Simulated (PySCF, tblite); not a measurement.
# C₂H₉OSSi₂ radical: geometry, infrared bands and EPR parameters

Aim: predict the infrared bands and EPR parameters of C₂H₉OSSi₂ radical (`CS[Si](C)[SiH2]O`).

The runs use tblite 0.8.0 and PySCF 2.14.0, with density-fitted response routines of our own; the level of theory stands in each step. All values are computed, except where a source is named. Atoms count from 0, in the outputs and in this text.

**1. Starting geometry**

15 atoms, charge 0, multiplicity 2; geometry from: force field or distance geometry start.

Bonds of the start (Å): C0–S1 1.83, S1–Si2 2.11, Si2–C3 1.87, Si2–Si4 2.21, Si4–O5 1.71, C0–H6 1.11, C0–H7 1.11, C0–H8 1.12, C3–H9 1.09, C3–H10 1.12, C3–H11 1.12, Si4–H12 1.48, Si4–H13 1.47, O5–H14 0.99.

**2. Optimising the geometry with GFN2-xTB**

What the job is given:

```
{"job": {"kind": "relax", "xc": "GFN2-xTB", "basis": "xTB"}, "charge": 0, "multiplicity": 2}
C      2.761200    -0.800400     0.449500
S      1.779500     0.192600    -0.735700
Si    -0.179300     0.585500    -0.061600
C     -0.853700     2.243000    -0.601900
Si    -1.608900    -1.083800    -0.290400
O     -1.673300    -1.952100     1.185200
H      3.849800    -0.755900     0.229000
H      2.583300    -0.492100     1.503100
H      2.478400    -1.881800     0.394100
H     -0.346500     2.626600    -1.486100
H     -1.950800     2.203000    -0.817900
H     -0.707500     2.988900     0.215400
H     -2.969000    -0.544500    -0.536600
H     -1.281100    -2.018400    -1.371500
H     -1.886600    -1.302600     1.903500
```

Command:

```bash
OMP_NUM_THREADS=1 python probes_run.py task.json out
```

The driver reads the jobs from task.json and runs them one after another.

Standard output:

```text
step      E/eV     max force
  0    -534.01570    2.184
  1    -534.27625    1.205
  2    -534.37766    0.697
  3    -534.40852    0.559
  4    -534.45624    0.437
  5    -534.47373    0.474
  6    -534.50156    0.420
  7    -534.51905    0.336
  8    -534.53546    0.353
  9    -534.54998    0.417
 10    -534.56676    0.375
 11    -534.57673    0.247
 12    -534.58247    0.179
 13    -534.58797    0.209
 14    -534.59476    0.244
 15    -534.60311    0.267
 16    -534.61131    0.222
 17    -534.61756    0.258
 18    -534.62210    0.221
 19    -534.62653    0.217
 20    -534.63125    0.201
 21    -534.63503    0.146
 22    -534.63713    0.087
 23    -534.63831    0.122
 24    -534.63927    0.100
 25    -534.64013    0.073
 26    -534.64096    0.076
 27    -534.64177    0.106
 28    -534.64270    0.131
 29    -534.64393    0.117
 30    -534.64533    0.106
 31    -534.64647    0.086
 32    -534.64735    0.083
 33    -534.64834    0.117
 34    -534.64971    0.140
 35    -534.65149    0.171
 36    -534.65327    0.138
 37    -534.65479    0.110
 38    -534.65616    0.104
 39    -534.65782    0.120
 40    -534.65987    0.124
 41    -534.66173    0.099
 42    -534.66279    0.132
 43    -534.66344    0.166
 44    -534.66434    0.065
 45    -534.66518    0.062
 46    -534.66613    0.099
 47    -534.66720    0.100
 48    -534.66821    0.076
 49    -534.66928    0.066
 50    -534.67073    0.088
 51    -534.67280    0.135
 52    -534.67469    0.122
 53    -534.67554    0.097
 54    -534.67618    0.170
 55    -534.67731    0.095
 56    -534.67849    0.068
 57    -534.68029    0.086
 58    -534.68257    0.120
 59    -534.68461    0.119
 60    -534.68626    0.097
 61    -534.68769    0.099
 62    -534.68943    0.097
 63    -534.69136    0.082
 64    -534.69323    0.120
 65    -534.69450    0.077
 66    -534.69541    0.055
 67    -534.69583    0.054
 68    -534.69670    0.066
 69    -534.69720    0.066
 70    -534.69766    0.048
 71    -534.69811    0.061
 72    -534.69871    0.061
 73    -534.69930    0.079
 74    -534.69982    0.069
 75    -534.70024    0.047
 76    -534.70055    0.046
 77    -534.70085    0.062
 78    -534.70121    0.066
 79    -534.70160    0.048
 80    -534.70195    0.041
 81    -534.70222    0.039
 82    -534.70245    0.043
 83    -534.70272    0.037
 84    -534.70307    0.035
 85    -534.70343    0.041
 86    -534.70366    0.038
 87    -534.70395    0.051
 88    -534.70431    0.057
 89    -534.70469    0.049
 90    -534.70497    0.038
 91    -534.70516    0.037
 92    -534.70530    0.048
 93    -534.70546    0.039
 94    -534.70564    0.027
 95    -534.70574    0.021
 96    -534.70583    0.020
 97    -534.70590    0.032
 98    -534.70599    0.037
 99    -534.70610    0.037
100    -534.70625    0.026
101    -534.70642    0.026
102    -534.70656    0.034
103    -534.70666    0.034
104    -534.70674    0.026
105    -534.70683    0.024
106    -534.70694    0.022
107    -534.70705    0.033
108    -534.70717    0.043
109    -534.70732    0.049
110    -534.70750    0.036
111    -534.70769    0.030
112    -534.70786    0.027
113    -534.70800    0.033
114    -534.70816    0.035
115    -534.70837    0.037
116    -534.70865    0.034
117    -534.70893    0.032
118    -534.70916    0.030
119    -534.70930    0.051
120    -534.70947    0.025
121    -534.70957    0.020
122    -534.70963    0.022
123    -534.70968    0.024
124    -534.70982    0.027
125    -534.71001    0.039
126    -534.71036    0.054
127    -534.71081    0.058
128    -534.71130    0.049
129    -534.71177    0.044
130    -534.71209    0.053
131    -534.71227    0.040
132    -534.71241    0.025
133    -534.71247    0.016
134    -534.71251    0.012
135    -534.71252    0.010
```

It took 1 s on 1 thread of Arm Neoverse V1, shared host.

The steps of the relaxation: (not every step is listed)

| step | energy from step 0 (eV) | largest force (eV/Å) |
| --- | --- | --- |
| 0 | 0.0000 | 2.1838 |
| 1 | -0.2605 | 1.2049 |
| 2 | -0.3620 | 0.6972 |
| 3 | -0.3928 | 0.5586 |
| 4 | -0.4405 | 0.4367 |
| 5 | -0.4580 | 0.4740 |
| 6 | -0.4859 | 0.4202 |
| 7 | -0.5033 | 0.3362 |
| 8 | -0.5198 | 0.3532 |
| 20 | -0.6155 | 0.2007 |
| 32 | -0.6316 | 0.0826 |
| 44 | -0.6486 | 0.0649 |
| 56 | -0.6628 | 0.0685 |
| 68 | -0.6810 | 0.0665 |
| 80 | -0.6862 | 0.0406 |
| 92 | -0.6896 | 0.0476 |
| 104 | -0.6910 | 0.0262 |
| 116 | -0.6929 | 0.0341 |
| 128 | -0.6956 | 0.0492 |
| 130 | -0.6964 | 0.0526 |
| 131 | -0.6966 | 0.0402 |
| 132 | -0.6967 | 0.0251 |
| 133 | -0.6968 | 0.0161 |
| 134 | -0.6968 | 0.0117 |
| 135 | -0.6968 | 0.0098 |

Distances of close pairs at the start and the end, largest changes first:

| bond | before (Å) | after (Å) | change (Å) |
| --- | --- | --- | --- |
| Si2–Si4 | 2.210 | 2.309 | +0.100 |
| Si4–O5 | 1.713 | 1.633 | -0.080 |
| S1–Si2 | 2.108 | 2.187 | +0.078 |
| O5–H14 | 0.992 | 0.952 | -0.040 |
| Si2–C3 | 1.869 | 1.905 | +0.036 |
| C0–H8 | 1.119 | 1.086 | -0.033 |
| C3–H10 | 1.119 | 1.086 | -0.033 |
| C3–H11 | 1.116 | 1.086 | -0.030 |

The final coordinates are the input of the step that follows.

**3. Infrared spectrum with GFN2-xTB**

What the job is given:

```
{"job": {"kind": "ir", "xc": "GFN2-xTB", "basis": "xTB"}, "charge": 0, "multiplicity": 2}
C      2.341426    -0.813307     0.558015
S      1.891121     0.697687    -0.348131
Si    -0.216119     0.829100     0.221554
C     -0.776752     2.390190    -0.715982
Si    -1.401887    -1.090698    -0.269183
O     -1.171139    -2.153588     0.949475
H      3.335389    -1.097282     0.227458
H      2.353750    -0.604075     1.623428
H      1.634696    -1.607137     0.336076
H     -0.721951     2.237522    -1.791549
H     -1.801077     2.647766    -0.465488
H     -0.146767     3.241016    -0.474473
H     -2.821304    -0.717183    -0.335324
H     -1.075316    -1.975213    -1.386485
H     -1.428485    -1.976809     1.848695
```

Standard output:

```text
mode    cm-1     km/mol
  1      30.5      0.43
  2      57.4      3.95
  3      85.8      4.41
  4     100.6      0.27
  5     105.0      0.27
  6     125.5      3.70
  7     144.6      2.54
  8     179.4      2.28
  9     226.6      0.95
 10     243.7    130.40
 11     361.6     37.01
 12     403.8     14.43
 13     507.6     36.87
 14     612.3     48.61
 15     719.1    379.56
 16     725.0     54.99
 17     741.9     48.94
 18     774.2    358.97
 19     781.7     55.27
 20     795.9    227.24
 21     814.5     39.70
 22     868.8    117.28
 23     946.2      1.05
 24     959.1      0.63
 25    1325.2      1.72
 26    1355.6      3.75
 27    1455.8      4.83
 28    1461.9      7.89
 29    1475.8      0.15
 30    1479.5      2.64
 31    2172.2    387.87
 32    2244.8    194.34
 33    3009.2     12.15
 34    3027.0      5.94
 35    3031.9      9.05
 36    3042.1      6.83
 37    3043.0     24.18
 38    3053.1      2.72
 39    3690.9     17.07
```

Run time: 0.57 s. Hardware: 1 thread of Arm Neoverse V1, shared host.

The strongest bands and the atoms that carry them (share of the mass-weighted mode):

| cm⁻¹ | km/mol | atoms |
| --- | --- | --- |
| 244 | 130.4 | H14 78 %, O5 12 % |
| 719 | 379.6 | H12 36 %, H13 31 % |
| 774 | 359.0 | H12 34 %, H13 25 %, H14 18 % |
| 782 | 55.3 | H9 45 %, H11 28 %, C3 14 % |
| 796 | 227.2 | H14 43 %, H13 28 %, H12 11 %, O5 11 % |
| 869 | 117.3 | O5 51 %, Si4 35 %, H14 13 % |
| 2172 | 387.9 | H12 95 % |
| 2245 | 194.3 | H13 95 % |

**4. g tensor and hyperfine couplings: B3LYP/pcH-1**

Settings changed since step 3:

```diff
@@ -1,2 +1,2 @@
-{"job": {"kind": "ir", "xc": "GFN2-xTB", "basis": "xTB"}, "charge": 0, "multiplicity": 2}
+{"job": {"kind": "epr", "basis": "pcH-1"}, "charge": 0, "multiplicity": 2}
 C      2.341426    -0.813307     0.558015
```

Level: UKS B3LYP, pcH-1 on C H O S Si, non-relativistic, mean-field spin-orbit, GIAO.

Standard output:

```text
UKS, coarse grid
  cycle   1  E = -1133.95499769  |g| = 6.42e-01
  cycle   2  E = -1133.66124831  |g| = 1.06e+00
  cycle   3  E = -1134.10152766  |g| = 1.11e-01
  cycle   4  E = -1134.10572337  |g| = 5.46e-02
  cycle   5  E = -1134.10718926  |g| = 8.59e-03
  cycle   6  E = -1134.10722789  |g| = 3.07e-03
  cycle   7  E = -1134.10723544  |g| = 1.13e-03
  cycle   8  E = -1134.10723672  |g| = 4.80e-04
UKS, final grid
  cycle   1  E = -1134.10724998  |g| = 6.22e-04
  cycle   2  E = -1134.10724976  |g| = 8.98e-04
  cycle   3  E = -1134.10725021  |g| = 6.26e-05
  cycle   4  E = -1134.10725022  |g| = 2.10e-05
E = -1134.10725022 Eh   <S^2> = 0.7530 (exact 0.7500)
g shifts (ppm)      1          2          3
  rmc          -152       -152       -152
  gc             -5         48         40
  oz_so        -163       2977      11343
  total        -319       2873      11231
hyperfine (MHz)  atom isotope    a_iso     a_fc   dipolar eigenvalues
    0   13C       2.98       2.97     -0.57     -0.11      0.68
    1   33S       5.95       5.89    -17.80    -15.84     33.64
    2  29Si    -389.40    -389.74   -137.75     66.71     71.04
    3   13C       7.64       7.60     -2.57     -2.38      4.95
    4  29Si     -92.63     -92.83    -26.38     11.86     14.52
    5   17O      -1.79      -1.80     -1.24     -0.04      1.28
    6    1H      -0.71      -0.71     -1.45     -1.01      2.46
    7    1H       6.96       6.96     -2.36     -1.22      3.59
    8    1H       3.71       3.69     -1.83     -1.06      2.90
    9    1H      49.64      49.63     -3.11      0.12      2.99
   10    1H       2.26       2.25     -3.06     -2.04      5.10
   11    1H       4.76       4.75     -2.89     -2.11      5.01
   12    1H       3.94       3.95     -2.40     -1.39      3.78
   13    1H      52.89      52.89     -2.65     -0.42      3.07
   14    1H      -0.41      -0.42     -2.08     -0.96      3.04
```

Wall time 77 s (1 thread of Arm Neoverse V1, shared host); peak memory 0.97 GiB.

Principal g values 2.00200, 2.00519, 2.01355; g(iso) = 2.00691, against 2.00232 for a free electron.

Hyperfine couplings; where a row names several nuclei, a(iso) is their mean (it holds for fast rotation or exchange) and the dipolar term the largest among them:

| nuclei | isotope | a(iso) (MHz) | a(iso) (G, at g = 2.0023) | largest dipolar term (MHz) |
| --- | --- | --- | --- | --- |
| Si2 | 29Si | -389.4 | -138.9 | -137.8 |
| Si4 | 29Si | -92.6 | -33.1 | -26.4 |
| H12, H13 | 1H | 28.4 | 10.1 | 3.8 |
| H9, H10, H11 | 1H | 18.9 | 6.7 | 5.1 |
| C3 | 13C | 7.6 | 2.7 | 4.9 |
| S1 | 33S | 6.0 | 2.1 | 33.6 |
| H6, H7, H8 | 1H | 3.3 | 1.2 | 3.6 |
| C0 | 13C | 3.0 | 1.1 | 0.7 |
| O5 | 17O | -1.8 | -0.6 | 1.3 |
| H14 | 1H | -0.4 | -0.1 | 3.0 |

Mulliken spin populations:

C0 -0.01; S1 0.13; Si2 0.75; C3 -0.01; Si4 0.07; O5 0.00; H6 0.00; H7 0.01; H8 0.00; H9 0.02; H10 0.00; H11 0.00; H12 0.00; H13 0.03; H14 0.00

In first order the couplings over 0.8 MHz of 1H give 48 distinct lines over 44.1 G, if the averaged nuclei exchange fast; the same motion can average rows kept apart here too.

The fields below are evaluated on a grid from the run's orbitals.

ELF in a plane through or near 6 of the atoms.

Ten even steps from '0' (0.00) to '9' (1.00):
```
0000000000000000000000000000
0000000000000000000000000000
0000000000013310000000000000
0000000000146652000000000000
0000024300379985000221000000
0000389962474585003786200000
0000489985845364015776200000
0000146633874785255465200000
0000013565535872486145310000
0000017999601411177567641000
0000017998102786532256630000
0000000000013689820001100000
0000000002332122520000000000
0000000147774481897200000000
0000000158887218999930000000
0000000036775239999940000000
0000000002441007999610000000
0000000000000003775100000000
0000000000000000000000000000
0000000000000000000000000000
```
The map spans 11.5 Å across and 10.5 Å up, centred on the molecule. Atoms in the plane (x, y in Å): C0 (-2.2, 1.3), S1 (-0.5, 1.9), C3 (2.5, 0.9), Si4 (0.1, -1.8), H8 (-2.3, 0.3), H12 (1.3, -2.6).

log10 of the density (e/Å³) in the same plane.

Ten even steps from ' ' (-4.0) to '@' (1.4):
```
                                                        
                    ..........                          
              ....::::--------::..                      
        ....::::::----========--::::..........          
      ..::--========++******++==------------::..        
      ::--==++****++**######**++======++++====--..      
    ..::==++**##########@@@@##**++++********==--::..    
    ..::--++**##@@@@##########******######**++==--::    
      ::--==****######**************##%%####++==--::    
      ..::==++**####**++++****##****######**++==--::    
        ::--==++++++++==++**********++++++++++==--..    
        ..::----======++++********++========--::::      
          ..::--==++++****##%%****++==----::::....      
            ::--==**######%%@@##****++==::::..          
            ::--++**######****######++==--::..          
            ..--==++******++++******++==--::..          
              ..--==============++====--::..            
                ..::------------------::....            
                        ......::::::....                
                                                        
```
The map spans 11.5 Å across and 10.5 Å up, centred on the molecule. Atoms in the plane (x, y in Å): C0 (-2.2, 1.3), S1 (-0.5, 1.9), C3 (2.5, 0.9), Si4 (0.1, -1.8), H8 (-2.3, 0.3), H12 (1.3, -2.6).

On the surface of density 0.002 e/bohr³ the electrostatic potential runs, from the 1st to the 99th percentile, from -1.30 V near O5 to 2.19 V near H14.

The spin density lies nearest to Si2 60 %; S1 14 %; Si4 9 %.

**5. Summary of results**

| quantity | value |
| --- | --- |
| strongest single infrared mode (GFN2-xTB) | 2172 cm⁻¹, 388 km/mol |
| zero-point energy (GFN2-xTB) | 66.0 kcal/mol |
| g(iso) (B3LYP) | 2.00691 |
| ⟨S²⟩ | 0.753 (exact 0.75) |
| largest a(iso) (averaged by class) | 29Si on Si2, -389.4 MHz |
| potential on the surface of density 0.002 e/bohr³, 1st and 99th percentile | -1.30 V and 2.19 V |

What this shows: Relaxing lowered the energy by 0.697 eV in 135 steps; the close pair that moved most is Si2–Si4, from 2.210 to 2.309 Å. All 39 modes are real, so the xTB geometry is a minimum. The strongest single mode, at 2172 cm⁻¹, moves mainly H12. GFN2-xTB is a fitted tight-binding method: band positions and strengths are rough. Its intensities can rank the bands wrongly. Most of the unpaired spin sits on Si2 (0.75 e). The isotropic g lies 4.6 ppt above the free-electron value. These values are for one conformer; the search (at its own cheap level) found 2 more, at 1.04, 2.18 kcal/mol, and measured spectra average over such forms.
